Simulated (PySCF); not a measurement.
# Cl6Nb ([NbCl6]-): the cost of one run

Programs: PySCF 2.14.0, with routines of our own; each step states its level. All values are computed. Atoms count from 0.

4 further runs of the same task are left out: 4 for a known fault of the program.

### Step 1. The starting structure

7 atoms, charge -1, multiplicity 1; geometry from: GFN2-xTB.

### Step 2. Optimising the geometry at PBE0-D3(BJ)/def2-SVP

Job settings and geometry (Å):

```
{"job": {"xc": "PBE0", "basis": "def2-SVP", "d3": "d3bj", "grid": 1, "maxiter": 30, "shake": 0.03, "kind": "geom"}, "charge": -1, "multiplicity": 1}
Nb     0.061070    -0.076730     0.012350
Cl    -0.033040    -0.022250     2.370820
Cl    -0.044450     0.001860    -2.403130
Cl     2.476930     0.011170     0.005360
Cl    -2.385750    -0.024310    -0.047560
Cl    -0.015890     2.391750     0.001670
Cl     0.032990    -2.383500    -0.008050
```

The run is started by

```bash
$ OMP_NUM_THREADS=1 python heavy_run.py task.json out
```

One launch serves the whole session: the jobs run in the order shown.

**Question.** How long does this first job take on 1 thread of Arm Neoverse V2, shared host, and how much memory does it need?

About 1.8 min, with a peak of 0.57 GiB.
